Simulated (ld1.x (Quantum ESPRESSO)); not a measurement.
# Pseudopotential generation for Si: RRKJ, LDA (PW92)

Task: generate the file, and judge it by its errors in other configurations, its logarithmic derivatives, its ghosts and its cutoff.

Program: ld1.x (Quantum ESPRESSO) 7.5. Reference atom: LDA (PW92), scalar-relativistic, spherical and spin-unpolarised. All values are calculated.

## (1) Settings

The settings as typed:

* element: silicon (Si, Z = 14)
* type: norm-conserving RRKJ (Kleinman–Bylander form)
* frozen core: [He]
* valence charge: 12
* reference configuration: 2s2 2p6 3s2 3p1 (charge +1)
* partial waves: 2p (bound): rc 1.00 bohr; 3d channel at 0.2 Ry: rc 0.75 bohr; 2s (bound): rc 0.45 bohr
* occupied shells without a wave: 3p, 3s
* local potential: the s channel
* core correction: not asked for

The outer shells as boxes (Hund's rule for the drawing; the calculation is spin-unpolarised):

```
[He] core
2s [↑↓]
2p [↑↓][↑↓][↑↓]
3s [↑↓]
3p [↑ ][  ][  ]
```

An earlier all-electron run gives the scale for the radii.

All-electron outer shells of the reference configuration (LDA (PW92), scalar-relativistic, ld1.x):

```tsv
shell	level (eV)	outermost node (bohr)	outermost maximum (bohr)
1s	-1788.16	–	0.07
2s	-148.25	0.15	0.45
2p	-105.13	–	0.39
3s	-19.10	0.72	1.73
3p	-11.75	0.71	2.01
3d	-3.64	–	3.27
```

## (2) Generation

File Si.in:

```
 &input
   title='Si', zed=14., rel=1, dft='PW', iswitch=3,
   config='[Ne] 3s2 3p1 3d-2',
   nld=3, rlderiv=1.10, eminld=-13.0, emaxld=5.0, deld=0.04
 /
 &inputp
   pseudotype=2, tm=.false., rho0=0.01, lloc=0,
   nlcc=.false.,
   file_pseudopw='Si.UPF', file_wfcaegen='ae.wfc', file_wfcncgen='nc.wfc', file_beta='beta', file_chi='chi'
 /
3
2P  2  1   6.00   0.00  1.00  1.00  0.0
3D  3  2  -2.00   0.20  0.75  0.75  0.0
2S  1  0   2.00   0.00  0.45  0.45  0.0
 &test
   configts(1)='2s2 2p6 3s2 3p1'
 /
```

On the command line:

```sh
$ ld1.x < Si.in > Si.out
```

What the program wrote to Si.out (without the banner and most projector matrices):

```text
     Program LD1 v.7.5
     --------------------------- All-electron run ----------------------------

     Si
     scalar relativistic calculation

     atomic number is 14.00
     dft =PW   lsd =0 sic =0 latt =0  beta=0.20 tr2=1.0E-14
     Exchange-correlation= PW
                           (   1   4   0   0   0   0   0)
     mesh =1141 r(mesh) = 100.57892 a.u. xmin = -7.00 dx = 0.01250
     1 Ry =  13.60569312 eV, c = 137.03599908

     n l     nl                  e(Ry)          e(Ha)          e(eV)
     1 0     1S 1( 2.00)      -131.4271       -65.7136     -1788.1570
     2 0     2S 1( 2.00)       -10.8960        -5.4480      -148.2483
     2 1     2P 1( 6.00)        -7.7269        -3.8635      -105.1304
     3 0     3S 1( 2.00)        -1.4040        -0.7020       -19.1026
     3 1     3P 1( 1.00)        -0.8634        -0.4317       -11.7466

     final scf error:  5.2E-15 reached in  21 iterations

     Etot =    -577.067978 Ry,    -288.533989 Ha,   -7851.409816 eV

     Ekin =     577.965125 Ry,     288.982562 Ha,    7863.616124 eV
     Encl =   -1371.147718 Ry,    -685.573859 Ha,  -18655.415083 eV
     Eh   =     254.837895 Ry,     127.418948 Ha,    3467.246199 eV
     Exc  =     -38.723279 Ry,     -19.361640 Ha,    -526.857056 eV

     normalization and overlap integrals

     s(1S/1S) =  1.000000  <r> =   0.1116  <r2> =    0.0168  r(max) =   0.0732
     s(2S/2S) =  1.000000  <r> =   0.5704  <r2> =    0.3891  r(max) =   0.4543
     s(2P/2P) =  1.000000  <r> =   0.5382  <r2> =    0.3660  r(max) =   0.3861
     s(3S/3S) =  1.000000  <r> =   2.0528  <r2> =    4.8684  r(max) =   1.7306
     s(3P/3P) =  1.000000  <r> =   2.4500  <r2> =    7.0382  r(max) =   2.0106

     ------------------------ End of All-electron run ------------------------

     --------------------- Generating NC pseudopotential ---------------------

      Generating local pot.: lloc=0, matching radius rcloc =   0.4500

      Wfc   2P  rcut= 1.011  Estimated cut-off energy=      178.10 Ry
      This function has    0 nodes for 0 < r <    1.011

      Wfc   3D  rcut= 0.749  Estimated cut-off energy=      397.72 Ry
      This function has    0 nodes for 0 < r <    0.749

     ------------------- End of pseudopotential generation -------------------

     [... the all-electron block is printed once more ...]


     Computing logarithmic derivative in   1.09660
     Computing logarithmic derivative in   1.09660
     Computing the partial wave expansion
       no projector for channel:   0
     R is outside the sphere for l=    1 j= 0.00
     R is outside the sphere for l=    2 j= 0.00

     ---------------------- Testing the pseudopotential ----------------------

     Si
     scalar relativistic calculation

     atomic number is 14.00   valence charge is 12.00
     dft =PW   lsd =0 sic =0 latt =0  beta=0.20 tr2=1.0E-14
     mesh =1141 r(mesh) = 100.57892 xmin = -7.00 dx = 0.01250

     n l     nl             e AE (Ry)        e PS (Ry)    De AE-PS (Ry)
     1 0     2S   1( 2.00)      -10.89605      -10.89666        0.00061
     2 1     2P   1( 6.00)       -7.72694       -7.72694        0.00000
     2 0     3S   1( 2.00)       -1.40401       -1.40583        0.00182
     3 1     3P   1( 1.00)       -0.86336       -0.84033       -0.02303  !

     eps = 4.6E-15  iter = 16

     Etot =    -577.067978 Ry,    -288.533989 Ha,   -7851.409816 eV
     Etotps =  -196.113963 Ry,     -98.056981 Ha,   -2668.266392 eV

     Ekin =     125.089311 Ry,      62.544655 Ha,    1701.926776 eV
     Encl =    -385.418288 Ry,    -192.709144 Ha,   -5243.882955 eV
     Ehrt =     130.827767 Ry,      65.413883 Ha,    1780.002447 eV
     Ecxc =     -20.569399 Ry,     -10.284700 Ha,    -279.860931 eV
     Epseu=     -46.043353 Ry,     -23.021676 Ha,    -626.451729 eV

     ---------------------- End of pseudopotential test ----------------------
```

Wall time 2.3 s (1 thread of Neoverse-V1, shared host). (Generation and the later configuration tests together.)

Partial waves on a coarse radial grid (AE all-electron, PS pseudo):

```tsv
r (bohr)	2s AE	2s PS	2p AE	2p PS
0.050	-0.6299	0.1310	0.1549	0.0433
0.100	-0.4542	0.2741	0.4467	0.1672
0.150	-0.0239	0.4410	0.7369	0.3555
0.200	0.4241	0.6388	0.9732	0.5837
0.250	0.7975	0.8602	1.1421	0.8233
0.300	1.0708	1.0761	1.2472	1.0463
0.350	1.2476	1.2452	1.2985	1.2288
0.400	1.3429	1.3426	1.3074	1.3548
0.450	1.3744	1.3744	1.2846	1.4171
0.500	1.3587	1.3587	1.2394	1.4178
0.550	1.3099	1.3099	1.1790	1.3664
0.600	1.2391	1.2391	1.1090	1.2773
0.650	1.1551	1.1551	1.0339	1.1664
0.700	1.0642	1.0642	0.9567	1.0486
0.750	0.9713	0.9713	0.8799	0.9352
0.800	0.8796	0.8796	0.8051	0.8331
0.850	0.7913	0.7913	0.7334	0.7446
0.900	0.7080	0.7080	0.6656	0.6687
0.950	0.6304	0.6304	0.6021	0.6024
1.000	0.5591	0.5591	0.5431	0.5431
1.050	0.4941	0.4941	0.4886	0.4886
1.100	0.4354	0.4354	0.4387	0.4387
1.150	0.3826	0.3826	0.3931	0.3931
1.200	0.3354	0.3354	0.3517	0.3517
1.250	0.2934	0.2934	0.3141	0.3141
1.300	0.2563	0.2563	0.2802	0.2802
```

## (3) Configuration tests

File Si.test.in:

```
 &input
   title='Si', zed=14., rel=1, dft='PW', iswitch=2,
   config='[Ne] 3s2 3p1 3d-2'
 /
 &test
   file_pseudo='Si.UPF', nconf=10,
   configts(1)='2s2 2p6 3s2 3p1',
   configts(2)='2s2 2p6 3s2 3p2',
   configts(3)='2s2 2p6 3s2 3p0',
   configts(4)='2s2 2p6 3s1 3p0',
   configts(5)='2s2 2p6 3s0 3p4',
   configts(6)='2s2 2p6 3s2 3p1.5',
   configts(7)='2s2 2p6 3s2 3p2.3',
   configts(8)='2s2 2p6 3s0 3p0',
   configts(9)='2s2 2p6 3s2 3p1', lsdts(9)=1,
   configts(10)='2s2 2p6 3s2 3p2', lsdts(10)=1
 /
```

On the command line:

```sh
$ ld1.x < Si.test.in > Si.test.out
```

Si.test.out, the pseudopotential blocks:

```text
     ---------------------- Testing the pseudopotential ----------------------

     Si
     scalar relativistic calculation

     atomic number is 14.00   valence charge is 12.00
     dft =PW   lsd =0 sic =0 latt =0  beta=0.20 tr2=1.0E-14
     mesh =1141 r(mesh) = 100.57892 xmin = -7.00 dx = 0.01250

     n l     nl             e AE (Ry)        e PS (Ry)    De AE-PS (Ry)
     1 0     2S   1( 2.00)      -10.89605      -10.89666        0.00061
     2 1     2P   1( 6.00)       -7.72694       -7.72694        0.00000
     2 0     3S   1( 2.00)       -1.40401       -1.40583        0.00182
     3 1     3P   1( 1.00)       -0.86336       -0.84033       -0.02303  !

     eps = 1.9E-15  iter = 14

     Etot =    -577.067978 Ry,    -288.533989 Ha,   -7851.409816 eV
     Etotps =  -196.113962 Ry,     -98.056981 Ha,   -2668.266379 eV

     Ekin =     125.089312 Ry,      62.544656 Ha,    1701.926793 eV
     Encl =    -385.418288 Ry,    -192.709144 Ha,   -5243.882954 eV
     Ehrt =     130.827767 Ry,      65.413883 Ha,    1780.002445 eV
     Ecxc =     -20.569399 Ry,     -10.284700 Ha,    -279.860931 eV
     Epseu=     -46.043353 Ry,     -23.021677 Ha,    -626.451732 eV

     ---------------------- End of pseudopotential test ----------------------

     ---------------------- Testing the pseudopotential ----------------------

     Si
     [...]
     n l     nl             e AE (Ry)        e PS (Ry)    De AE-PS (Ry)
     1 0     2S   1( 2.00)      -10.19746      -10.21632        0.01886  !
     2 1     2P   1( 6.00)       -7.02714       -7.04678        0.01964  !
     2 0     3S   1( 2.00)       -0.79960       -0.80938        0.00978  !
     3 1     3P   1( 2.00)       -0.30596       -0.29499       -0.01097  !

     eps = 5.5E-15  iter = 17

     Etot =    -577.642935 Ry,    -288.821468 Ha,   -7859.232511 eV
     Etotps =  -196.672202 Ry,     -98.336101 Ha,   -2675.861624 eV
     dEtot_ae =      -0.574957 Ry
     dEtot_ps =      -0.558240 Ry,   Delta E=      -0.016717 Ry

     [...]
     ---------------------- End of pseudopotential test ----------------------

     ---------------------- Testing the pseudopotential ----------------------

     Si
     [...]
     n l     nl             e AE (Ry)        e PS (Ry)    De AE-PS (Ry)
     1 0     2S   1( 2.00)      -11.76531      -11.73970       -0.02562  !
     2 1     2P   1( 6.00)       -8.59868       -8.56952       -0.02916  !
     2 0     3S   1( 2.00)       -2.10638       -2.09844       -0.00795  !
     3 1     3P   1( 0.00)       -1.51792       -1.47845       -0.03947  !

     eps = 1.9E-15  iter = 12

     Etot =    -575.884092 Ry,    -287.942046 Ha,   -7835.302234 eV
     Etotps =  -194.960781 Ry,     -97.480391 Ha,   -2652.576558 eV
     dEtot_ae =       1.183885 Ry
     dEtot_ps =       1.153181 Ry,   Delta E=       0.030705 Ry

     [...]
     ---------------------- End of pseudopotential test ----------------------

     ---------------------- Testing the pseudopotential ----------------------

     Si
     [...]
     n l     nl             e AE (Ry)        e PS (Ry)    De AE-PS (Ry)
     1 0     2S   1( 2.00)      -12.87333      -12.85024       -0.02309  !
     2 1     2P   1( 6.00)       -9.70859       -9.67881       -0.02977  !
     2 0     3S   1( 1.00)       -2.91712       -2.90900       -0.00812  !
     3 1     3P   1( 0.00)       -2.28054       -2.22866       -0.05188  !

     eps = 9.0E-15  iter = 10

     Etot =    -573.374950 Ry,    -286.687475 Ha,   -7801.163613 eV
     Etotps =  -192.459644 Ry,     -96.229822 Ha,   -2618.546856 eV
     dEtot_ae =       3.693028 Ry
     dEtot_ps =       3.654317 Ry,   Delta E=       0.038710 Ry

     [...]
     ---------------------- End of pseudopotential test ----------------------

     ---------------------- Testing the pseudopotential ----------------------

     Si
     [...]
     n l     nl             e AE (Ry)        e PS (Ry)    De AE-PS (Ry)
     1 0     2S   1( 2.00)      -10.42514      -10.49241        0.06727  !
     2 1     2P   1( 6.00)       -7.25243       -7.32207        0.06963  !
     2 0     3S   1( 0.00)       -0.90458       -0.92708        0.02249  !
     3 1     3P   1( 4.00)       -0.38643       -0.38086       -0.00557  !

     eps = 7.4E-15  iter = 17

     Etot =    -576.630066 Ry,    -288.315033 Ha,   -7845.451719 eV
     Etotps =  -195.610334 Ry,     -97.805167 Ha,   -2661.414177 eV
     dEtot_ae =       0.437912 Ry
     dEtot_ps =       0.503628 Ry,   Delta E=      -0.065715 Ry

     [...]
     ---------------------- End of pseudopotential test ----------------------

     ---------------------- Testing the pseudopotential ----------------------

     Si
     [...]
     n l     nl             e AE (Ry)        e PS (Ry)    De AE-PS (Ry)
     1 0     2S   1( 2.00)      -10.52312      -10.53368        0.01057  !
     2 1     2P   1( 6.00)       -7.35326       -7.36408        0.01083  !
     2 0     3S   1( 2.00)       -1.08700       -1.09289        0.00588  !
     3 1     3P   1( 1.50)       -0.57018       -0.55356       -0.01662  !

     eps = 6.7E-15  iter = 15

     Etot =    -577.425252 Ry,    -288.712626 Ha,   -7856.270784 eV
     Etotps =  -196.461381 Ry,     -98.230690 Ha,   -2672.993257 eV
     dEtot_ae =      -0.357275 Ry
     dEtot_ps =      -0.347419 Ry,   Delta E=      -0.009855 Ry

     [...]
     ---------------------- End of pseudopotential test ----------------------

     ---------------------- Testing the pseudopotential ----------------------

     Si
     [...]
     n l     nl             e AE (Ry)        e PS (Ry)    De AE-PS (Ry)
     1 0     2S   1( 2.00)      -10.02836      -10.05156        0.02321  !
     2 1     2P   1( 6.00)       -6.85787       -6.88204        0.02417  !
     2 0     3S   1( 2.00)       -0.64504       -0.65726        0.01222  !
     3 1     3P   1( 2.30)       -0.16453       -0.15673       -0.00780  !

     eps = 2.2E-15  iter = 19

     Etot =    -577.713143 Ry,    -288.856571 Ha,   -7860.187736 eV
     Etotps =  -196.739597 Ry,     -98.369799 Ha,   -2676.778584 eV
     dEtot_ae =      -0.645165 Ry
     dEtot_ps =      -0.625636 Ry,   Delta E=      -0.019530 Ry

     [...]
     ---------------------- End of pseudopotential test ----------------------

     ---------------------- Testing the pseudopotential ----------------------

     Si
     [...]
     n l     nl             e AE (Ry)        e PS (Ry)    De AE-PS (Ry)
     1 0     2S   1( 2.00)      -14.08352      -14.06494       -0.01858  !
     2 1     2P   1( 6.00)      -10.92069      -10.89156       -0.02913  !
     2 0     3S   1( 0.00)       -3.64904       -3.64188       -0.00715  !
     3 1     3P   1( 0.00)       -2.96149       -2.89068       -0.07080  !

     eps = 1.2E-17  iter =  9

     Etot =    -570.060638 Ry,    -285.030319 Ha,   -7756.070105 eV
     Etotps =  -189.153099 Ry,     -94.576549 Ha,   -2573.559015 eV
     dEtot_ae =       7.007340 Ry
     dEtot_ps =       6.960863 Ry,   Delta E=       0.046477 Ry

     [...]
     ---------------------- End of pseudopotential test ----------------------

     ---------------------- Testing the pseudopotential ----------------------

     Si
     [...]
     n l     nl             e AE (Ry)        e PS (Ry)    De AE-PS (Ry)
     1 0     2S   1( 1.00)      -10.89645      -10.89693        0.00048
     2 1     2P   1( 3.00)       -7.72852       -7.72741       -0.00111
     2 0     3S   1( 1.00)       -1.43354       -1.43473        0.00119
     3 1     3P   1( 1.00)       -0.89097       -0.86762       -0.02334  !
     1 0     2S   2( 1.00)      -10.88697      -10.88771        0.00074
     2 1     2P   2( 3.00)       -7.71657       -7.71779        0.00122
     2 0     3S   2( 1.00)       -1.36395       -1.36632        0.00237
     3 1     3P   2( 0.00)       -0.82573       -0.80285       -0.02289  !

     eps = 5.9E-15  iter = 14

     Etot =    -577.084152 Ry,    -288.542076 Ha,   -7851.629879 eV
     Etotps =  -196.130016 Ry,     -98.065008 Ha,   -2668.484811 eV
     dEtot_ae =      -0.016174 Ry
     dEtot_ps =      -0.016054 Ry,   Delta E=      -0.000120 Ry

     [...]
     ---------------------- End of pseudopotential test ----------------------

     ---------------------- Testing the pseudopotential ----------------------

     Si
     [...]
     n l     nl             e AE (Ry)        e PS (Ry)    De AE-PS (Ry)
     1 0     2S   1( 1.00)      -10.18678      -10.20552        0.01874  !
     2 1     2P   1( 3.00)       -7.01820       -7.03630        0.01810  !
     2 0     3S   1( 1.00)       -0.83624       -0.84477        0.00853  !
     3 1     3P   1( 2.00)       -0.33917       -0.32750       -0.01168  !
     1 0     2S   2( 1.00)      -10.17203      -10.19120        0.01917  !
     2 1     2P   2( 3.00)       -6.99961       -7.02134        0.02174  !
     2 0     3S   2( 1.00)       -0.72734       -0.73809        0.01075  !
     3 1     3P   2( 0.00)       -0.24192       -0.23149       -0.01043  !

     eps = 8.4E-15  iter = 17

     Etot =    -577.691082 Ry,    -288.845541 Ha,   -7859.887587 eV
     Etotps =  -196.719719 Ry,     -98.359860 Ha,   -2676.508133 eV
     dEtot_ae =      -0.623105 Ry
     dEtot_ps =      -0.605758 Ry,   Delta E=      -0.017347 Ry

     [...]
     ---------------------- End of pseudopotential test ----------------------
```

The tests as a table, with energies relative to 2s2 2p6 3s2 3p1. Spin-polarised rows fill open shells by Hund's rule and count from the unpolarised reference. The frozen-core shift comes from a second all-electron run, not shown, with the core orbitals held at their reference shape; it is that run's ΔE less the relaxed one.

| valence configuration | charge | ΔE all-electron (eV) | error AE − PS (meV) | frozen-core shift (meV) |
| --- | --- | --- | --- | --- |
| 2s2 2p6 3s2 3p2 | 0 | -7.823 | -227 | 0.0 |
| 2s2 2p6 3s2 3p0 | +2 | 16.108 | +418 | 0.0 |
| 2s2 2p6 3s1 3p0 | +3 | 50.246 | +527 | 0.0 |
| 2s2 2p6 3s0 3p4 | 0 | 5.958 | -894 | +0.1 |
| 2s2 2p6 3s2 3p1.5 | +0.5 | -4.861 | -134 | 0.0 |
| 2s2 2p6 3s2 3p2.3 | -0.3 | -8.778 | -266 | 0.0 |
| 2s2 2p6 3s0 3p0 | +4 | 95.340 | +632 | +0.1 |
| 2s2 2p6 3s2 3p1 (spin-polarised) | +1 | -0.220 | -1.6 | 0.0 |
| 2s2 2p6 3s2 3p2 (spin-polarised) | 0 | -8.478 | -236 | 0.0 |

## (4) Scattering by logarithmic derivatives

Taken from the files of the generation run. The phase is arctan(r·u′/u) with u = r·R, unwrapped, with energies in Ry. A pole is an energy at which the radial function vanishes at the test radius. The pseudo phase is shifted by a multiple of π to meet the all-electron one at the reference energy. Levels narrower than the energy grid can be missing from the poles. The last column is the largest difference on the grid between −1 and +1 Ry.

| channel | radius (bohr) | reference (Ry) | poles AE | poles PS | window around the reference with phases within 0.05 rad (Ry) | largest difference near zero (rad) |
| --- | --- | --- | --- | --- | --- | --- |
| s | 1.10 | -10.90 | -9.72 | -9.72 | the whole range | 0.004 |
| p | 1.10 | -7.73 | -6.68 | -6.67 | below 0.5 | 0.059 |
| d | 1.10 | 0.20 | none | none | the whole range | 0.000 |

Phases (rad) along the scan:

```tsv
E (Ry)	p AE	p PS	d AE	d PS
-13.00	1.233	1.236	1.322	1.322
-12.04	1.197	1.200	1.313	1.313
-11.08	1.141	1.145	1.303	1.303
-10.12	1.034	1.040	1.292	1.292
-9.16	0.737	0.745	1.279	1.279
-8.20	-0.581	-0.577	1.264	1.264
-7.24	-1.430	-1.429	1.247	1.247
-6.28	-1.633	-1.629	1.228	1.228
-5.32	-1.725	-1.719	1.204	1.204
-4.36	-1.785	-1.777	1.176	1.176
-3.40	-1.835	-1.823	1.141	1.141
-2.44	-1.881	-1.865	1.097	1.097
-1.48	-1.931	-1.907	1.039	1.039
-0.52	-1.987	-1.954	0.960	0.960
0.44	-2.057	-2.009	0.849	0.849
1.40	-2.148	-2.075	0.682	0.682
2.36	-2.273	-2.161	0.423	0.424
3.32	-2.457	-2.276	0.043	0.044
4.28	-2.730	-2.435	-0.402	-0.401
```

## (5) Cutoff and ghost test in a Bessel basis

This step uses the generator's waves and projectors in a separate script. Basis: spherical Bessel functions vanishing at 20 bohr, q² up to the cutoff; potential fixed at the reference.

Even at 400 Ry an occupied level stays 13 mRy from its reference, so no cutoffs are read. The ghost test is not conclusive.

## (6) Results

| quantity | value |
| --- | --- |
| cutoffs | not determined |
| bound ghosts | not determined |
| largest miss of a reference level | 313 meV (3p) |
| largest test error (AE − PS), unpolarised tests | -894 meV, for 2s2 2p6 3s0 3p4 |
| largest phase difference near zero energy, channels read | 0.059 rad |

What this shows: Already in the reference configuration the 3p level is off by 313 meV; it has no partial wave or projector of its own. By total energies transferability is poor: the largest error is 894 meV on 6.0 eV, for 2s2 2p6 3s0 3p4. Freezing the core alone would shift it much less, so the error comes from the pseudisation. Even at 400 Ry an occupied level stays 13 mRy from its reference, so no cutoffs are read. Ghosts could not be judged. Near zero energy the largest phase difference among the channels read is 0.06 rad, in the p channel.
